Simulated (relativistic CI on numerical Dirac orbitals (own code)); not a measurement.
# Sn IV (Sn³⁺): levels and lines, part 1 of 2

What are the lowest levels and the strongest lines of Sn³⁺? One CI run answers it; runs with one setting changed show what the result hangs on. Configuration energies are shifted onto measured levels.

The numbers are computed with relativistic CI on numerical Dirac orbitals (own code) version 4 (Dirac-Coulomb-Breit CI, KLI orbitals optimised for each configuration, model QED (radiative potential, 1s self-energy scaled to tabulated hydrogen-like ionisation energies), valence Slater integrals scaled by 0.85, configuration energies shifted to the measured levels that pair with them (semi-empirical)), except any that are marked as measured or tabulated.

## (1) Starting point

```
ion                       : Sn³⁺ (Sn IV)
nuclear charge            : 50
electrons                 : 47
isotope                   : A = 120
first configuration typed : [Kr] 4d10 5s
```

The outer shells:

first configuration typed
```
[Kr] core
4d [↑↓][↑↓][↑↓][↑↓][↑↓]
5s [↑ ]
```

## (2) Base run

Settings, as recorded:

```ini
atom Sn  Z=50  charge=3  electrons=47
nucleus A=120  rms_radius_fm=4.6519
hamiltonian dirac-coulomb  breit=on  qed=on  c_scale=1
orbitals kli  potential=per-configuration
slater_scale 0.85
correlation fit
mixing on
configurations
  [Kr] 4d10 5s
  [Kr] 4d10 5p
  [Kr] 4d10 5d
  [Kr] 4d9 5s2
  [Kr] 4d10 6s
  [Kr] 4d10 6p
  [Kr] 4d10 4f
  [Kr] 4d10 6d
  [Kr] 4d10 7s
  [Kr] 4d10 5g
  [Kr] 4d10 5f
  [Kr] 4d9 4f 5s
  [Kr] 4d10 7p
  [Kr] 4d8 5s 5p2
  [Kr] 4d9 5s 5p
  [Kr] 4d9 5p2
  [Kr] 4d10 7d
  [Kr] 4d10 6f
  [Kr] 4d9 5p 5d
  [Kr] 4d8 5s2 5p
  [Kr] 4d8 5s 5d2
  [Kr] 4d9 5s 6p
  [Kr] 4d9 5s 5d
  [Kr] 4d9 4f 5p
  [Kr] 4d9 5s 6s
end
```

Run with:

```
> python run_levels.py task.json out
```

task.json lists these runs, among others, and the program works through them in turn.

From the run's result record (rounded, not every field):

```text
{
  "status": "converged",
  "levels [i, E_cm, J2, conf, term, w_term, jj, w_jj, g, tau_s]": [
    [0, 0, 1, "4d10 5s", "2S", 0.9926, "5s", 0.9926, 2.002, "-"],
    [1, 69820.502, 1, "4d10 5p", "2P*", 0.9944, "5p1/2", 0.9944, 0.6657, 1.021e-09],
    [2, 75815.655, 3, "4d10 5p", "2P*", 0.9944, "5p3/2", 0.9944, 1.334, 7.929e-10],
    [3, 165220.79, 3, "4d10 5d", "2D", 0.985, "5d3/2", 0.985, 0.7994, 2.473e-10],
    [4, 165491.24, 5, "4d10 5d", "2D", 0.8501, "5d5/2", 0.8501, 1.2, 3.06e-10],
    [5, 169236.85, 5, "4d9 5s2", "2D", 0.8247, "4d5/2^5", 0.8247, 1.2, 2.182e-09],
    [6, 174138.82, 1, "4d10 6s", "2S", 0.9988, "6s", 0.9988, 2.002, 2.751e-10],
    [7, 177088.21, 3, "4d9 5s2", "2D", 0.9575, "4d3/2^3 4d5/2^6", 0.9575, 0.7988, 7.023e-08],
    [8, 197926.44, 1, "4d10 6p", "2P*", 0.9969, "6p1/2", 0.9969, 0.6658, 1.511e-09],
    [9, 199955.24, 3, "4d10 6p", "2P*", 0.9963, "6p3/2", 0.9963, 1.334, 1.634e-09],
    [10, 210239.5, 7, "4d10 4f", "2F*", 0.995, "4f7/2", 0.995, 1.143, 1.088e-09],
    [11, 210336.29, 5, "4d10 4f", "2F*", 0.9934, "4f5/2", 0.9934, 0.8568, 1.047e-09],
    [12, 222634.91, 5, "4d9 5s 5p", "4P*", 0.8998, "4d5/2^5 5s 5p1/2", 0.7288, 1.574, 5.983e-07],
    [13, 227781.51, 7, "4d9 5s 5p", "4F*", 0.7405, "4d5/2^5 5s 5p1/2", 0.7005, 1.246, 9.61e-08],
    [14, 227835.8, 3, "4d9 5s 5p", "4P*", 0.7613, "4d5/2^5 5s 5p1/2", 0.3792, 1.589, 2.775e-09],
    [15, 227936.56, 5, "4d9 5s 5p", "4F*", 0.5917, "4d5/2^5 5s 5p1/2", 0.7633, 1.002, 2.33e-07],
    [16, 230539.04, 9, "4d9 5s 5p", "4F*", 0.9952, "4d5/2^5 5s 5p3/2", 0.9952, 1.334, 2.071],
    [17, 232131.46, 3, "4d9 5s 5p", "4F*", 0.8716, "4d3/2^3 4d5/2^6 5s 5p1/2", 0.6751, 0.5273, 4.559e-08],
    [18, 232810.22, 1, "4d9 5s 5p", "4P*", 0.8539, "4d3/2^3 4d5/2^6 5s 5p3/2", 0.5025, 2.34, 2.003e-09],
    [19, 234808.89, 3, "4d10 6d", "2D", 0.9978, "6d3/2", 0.9978, 0.7995, 6.721e-10],
    [20, 235114.53, 5, "4d10 6d", "2D", 0.998, "6d5/2", 0.998, 1.2, 7.395e-10],
    [21, 236221.81, 5, "4d9 5s 5p", "2F*", 0.4914, "4d5/2^5 5s 5p3/2", 0.5804, 1.082, 1.327e-07],
    [22, 236647.59, 7, "4d9 5s 5p", "4D*", 0.8135, "4d5/2^5 5s 5p3/2", 0.9527, 1.38, 1.344e-06],
    [23, 237545.03, 3, "4d9 5s 5p", "2D*", 0.5823, "4d5/2^5 5s 5p1/2", 0.3383, 0.9733, 2.217e-09],
    [24, 237615.72, 1, "4d10 7s", "2S", 0.9992, "7s", 0.9992, 2.002, 3.908e-10],
    [25, 238765.35, 5, "4d9 5s 5p", "2D*", 0.3021, "4d3/2^3 4d5/2^6 5s 5p1/2", 0.3512, 1.153, 9.271e-08],
    [26, 240660.94, 1, "4d9 5s 5p", "2P*", 0.758, "4d5/2^5 5s 5p3/2", 0.6013, 0.8277, 1.349e-10],
    [27, 240721.05, 3, "4d9 5s 5p", "2P*", 0.7708, "4d3/2^3 4d5/2^6 5s 5p1/2", 0.5776, 1.293, 1.371e-10],
    [28, 241719.09, 1, "4d9 5s 5p", "4D*", 0.8007, "4d3/2^3 4d5/2^6 5s 5p1/2", 0.5969, 0.1708, 4.295e-10],
    [29, 243082.58, 7, "4d9 5s 5p", "2F*", 0.7115, "4d3/2^3 4d5/2^6 5s 5p3/2", 0.9435, 1.182, 6.087e-08],
    [30, 244235.74, 3, "4d9 5s 5p", "4D*", 0.4877, "4d3/2^3 4d5/2^6 5s 5p3/2", 0.7346, 1.082, 1.774e-09],
    [31, 246051.53, 5, "4d9 5s 5p", "2D*", 0.6287, "4d3/2^3 4d5/2^6 5s 5p3/2", 0.7982, 1.244, 3.421e-08],
    [32, 247720.5, 1, "4d10 7p", "2P*", 0.9895, "7p1/2", 0.9895, 0.6646, 2.42e-09],
    [33, 248608.28, 3, "4d10 7p", "2P*", 0.9807, "7p3/2", 0.9807, 1.334, 1.631e-09],
    [34, 254553.58, 7, "4d10 5f", "2F*", 0.8825, "5f7/2", 0.8825, 1.143, 1.528e-09],
    "... 33 more rows left out ..."
  ],
  "lines, the strongest and those to the lowest levels [upper, lower, type, S_au, A_per_s, branching]": [
    [2, 0, "E1", 5.713, 1.261e+09, 1],
    [3, 1, "E1", 7.81, 3.435e+09, 0.8496],
    [4, 2, "E1", 13.42, 3.268e+09, 1],
    [6, 2, "E1", 2.518, 2.425e+09, 0.6671],
    [10, 4, "E1", 36.25, 8.227e+08, 0.8949],
    [11, 3, "E1", 28.71, 8.904e+08, 0.9322],
    [26, 0, "E1", 0.5245, 7.406e+09, 0.999],
    [27, 0, "E1", 1.028, 7.261e+09, 0.9956],
    [36, 10, "E1", 63.91, 1.436e+09, 0.9983],
    [37, 11, "E1", 49.49, 1.381e+09, 0.9614],
    [38, 0, "E1", 0.643, 5.716e+09, 0.6035],
    [38, 5, "E1", 7.666, 2.891e+09, 0.3052],
    [39, 5, "E1", 14.81, 2.864e+09, 0.8332],
    [40, 5, "E1", 11.44, 3.257e+09, 0.8015],
    [43, 0, "E1", 0.2251, 4.361e+09, 0.5335],
    [43, 7, "E1", 4.911, 3.665e+09, 0.4483],
    [44, 7, "E1", 13.27, 3.465e+09, 0.9046],
    [45, 7, "E1", 9.334, 4.066e+09, 0.9512],
    [48, 13, "E1", 7.916, 1.516e+09, 0.5035],
    [49, 1, "E1", 0.2784, 3.993e+09, 0.8322],
    [50, 12, "E1", 10.28, 1.874e+09, 0.5594],
    [50, 16, "E1", 9.857, 1.362e+09, 0.4065],
    [53, 1, "E1", 0.1633, 1.213e+09, 0.2743],
    [53, 15, "E1", 5.353, 1.762e+09, 0.3986],
    [56, 15, "E1", 5.367, 1.331e+09, 0.3795],
    [59, 13, "E1", 5.085, 1.022e+09, 0.4102],
    [60, 13, "E1", 4.379, 7.445e+08, 0.1965],
    [60, 16, "E1", 15.01, 2.334e+09, 0.6162],
    [60, 22, "E1", 5.482, 6.931e+08, 0.183],
    [62, 1, "E1", 0.1593, 1.309e+09, 0.3666],
    [63, 17, "E1", 3.647, 1.434e+09, 0.394],
    [64, 14, "E1", 3.084, 9.281e+08, 0.2362],
    [64, 22, "E1", 5.204, 1.174e+09, 0.2989],
    [66, 1, "E1", 1.177, 9.914e+09, 0.7412],
    [67, 2, "E1", 1.546, 8.4e+09, 0.7785],
    [67, 29, "E1", 3.774, 7.88e+08, 0.07302]
  ],
  "n_levels_all": 1180,
  "total_energy [Ha]": -6169.8931854,
  "configurations [conf, odd, states, E_av_cm, breit_Ha, qed_Ha, corr_Ha]": [
    ["4d10 5s", 0, 2, 3619.78, 4.419, 2.948, -2.922],
    ["4d10 5p", 1, 6, 75534.6, 4.419, 2.948, -2.916],
    ["4d10 5d", 0, 10, 166564, 4.418, 2.948, -2.896],
    ["4d9 5s2", 0, 10, 177817, 4.42, 2.949, -2.932],
    ["4d10 6s", 0, 2, 174295, 4.418, 2.948, -2.896],
    ["4d10 6p", 1, 6, 199657, 4.418, 2.948, -2.893],
    ["4d10 4f", 1, 14, 210730, 4.418, 2.948, -2.896],
    ["4d10 6d", 0, 10, 235274, 4.418, 2.948, -2.887],
    ["4d10 7s", 0, 2, 237684, 4.418, 2.948, -2.887],
    ["4d10 5g", 0, 18, 258324, 4.418, 2.948, -2.881],
    ["4d10 5f", 1, 14, 255352, 4.418, 2.948, -2.877],
    ["4d9 5s 4f", 1, 280, 401235, 4.419, 2.949, -2.869],
    ["4d10 7p", 1, 6, 248553, 4.418, 2.948, -2.89],
    ["4d8 5s 5p2", 0, 1350, 537807, 4.421, 2.949, -2.869],
    "... 11 more rows left out ..."
  ],
  "radial 4d10 5s [Ha, bohr]": {"<r^1>(5s)": 2.1355, "<r^2>(5s)": 5.1221, "<r^4>(5s)": 38.729},
  "radial 4d10 5p [Ha, bohr]": {"<r^-3>(5p)": 15.905, "<r^1>(5p)": 2.5191, "<r^2>(5p)": 7.1398, "<r^4>(5p)": 75.853, "zeta(5p)": 0.018155},
  "empirical_shift [conf, shift_cm, paired_levels]": [
    ["4d10 5s", 0, 1],
    ["4d10 5p", -178.17, 2],
    ["4d10 5d", 3096.3, 2],
    ["4d9 5s2", -5999.7, 1],
    ["4d10 6s", 3272.8, 1],
    ["4d10 6p", 3603.5, 2],
    ["4d10 4f", -900.11, 2],
    ["4d10 6d", 3934.9, 2],
    ["4d10 7s", 4082.9, 1],
    ["4d10 5g", 2772.9, 2],
    ["4d10 5f", 3272.8, 0],
    ["4d9 5s 4f", -900.11, 0],
    ["4d10 7p", 3272.8, 0],
    ["4d8 5s 5p2", 3184.5, 0],
    "... 11 more rows left out ..."
  ]
}
```

Run time: 3.3 s. Hardware: 1 thread of Intel Xeon Platinum 8488C (Sapphire Rapids), shared host.

Lowest levels:

```csv
level,energy (cm⁻¹),LS purity (%),jj purity (%),radiative lifetime (s)
5s 2S1/2,0.0,99,99,-
5p 2P°1/2,69821,99,99,1e-09
5p 2P°3/2,75816,99,99,7.9e-10
5d 2D3/2,165221,99,99,2.5e-10
5d 2D5/2,165491,85,85,3.1e-10
4d9 5s2 2D5/2,169237,82,82,2.2e-09
6s 2S1/2,174139,100,100,2.8e-10
4d9 5s2 2D3/2,177088,96,96,7e-08
6p 2P°1/2,197926,100,100,1.5e-09
6p 2P°3/2,199955,100,100,1.6e-09
4f 2F°7/2,210240,100,100,1.1e-09
4f 2F°5/2,210336,99,99,1e-09
4d9 5s 5p 4P°5/2,222635,90,73,6e-07
4d9 5s 5p 4F°7/2,227782,74,70,9.6e-08
```

Where the configurations lie:

```csv
configuration,levels among the lowest 60,parity,lowest (cm⁻¹),highest (cm⁻¹)
5s,1,even,0.0,0.0
5p,2,odd,69821,75816
5d,2,even,165221,165491
4d9 5s2,2,even,169237,177088
6s,1,even,174139,174139
6p,2,odd,197926,199955
4f,2,odd,210240,210336
4d9 5s 5p,23,odd,222635,272186
6d,2,even,234809,235115
```

Strongest E1 lines among the lowest 68 of 1180 levels, by gA:

| upper | lower | wavelength (nm) | A (1/s) |
| --- | --- | --- | --- |
| 4d9 5p2 2D5/2 (ii) | 5p 2P°3/2 | 39.61 | 8.4e+09 |
| 4d9 5p2 2D3/2 (ii) | 5p 2P°1/2 | 39.17 | 9.91e+09 |
| 4d9 5s 5p 2P°3/2 | 5s 2S1/2 | 41.54 | 7.26e+09 |
| 4d9 5p2 4F9/2 | 4d9 5s 5p 4F°9/2 | 109.2 | 2.33e+09 |
| 4d9 5s 5p 2F°7/2 (ii) | 4d9 5s2 2D5/2 | 109.4 | 2.86e+09 |
| 4d9 5s 5p 2P°3/2 (ii) | 5s 2S1/2 | 38.48 | 5.72e+09 |
| 4d9 5s 5p 2F°5/2 (ii) | 4d9 5s2 2D3/2 | 109.0 | 3.46e+09 |
| 5d 2D5/2 | 5p 2P°3/2 | 111.5 | 3.27e+09 |
| 4d9 5s 5p 2D°5/2 (iii) | 4d9 5s2 2D5/2 | 105.9 | 3.26e+09 |
| 4d9 5s 5p 2D°3/2 (ii) | 4d9 5s2 2D3/2 | 105.2 | 4.07e+09 |

## (3) Beside measured levels

Computed and measured (Moore, Atomic Energy Levels, vol. III, NSRDS-NBS 35 (1971 reprint of NBS Circular 467, 1958); an old analysis) energies in cm⁻¹:

```csv
level,computed,measured,difference
5s 2S1/2,0,0,+0
5p 2P°1/2,69821,69564,+257
5p 2P°3/2,75816,76072,-257
5d 2D3/2,165221,165305,-84
5d 2D5/2,165491,165411,+80
4d9 5s2 2D5/2,169237,169234,+3
6s 2S1/2,174139,174139,+0
6p 2P°1/2,197926,197851,+76
6p 2P°3/2,199955,200031,-76
4f 2F°7/2,210240,210258,-18
4f 2F°5/2,210336,210318,+18
6d 2D3/2,234809,234796,+13
6d 2D5/2,235115,235128,-13
7s 2S1/2,237616,237616,+0
5g 2G9/2,258282,258282,-0
5g 2G7/2,258283,258283,+0
```

(Continued in part 2 of 2.)
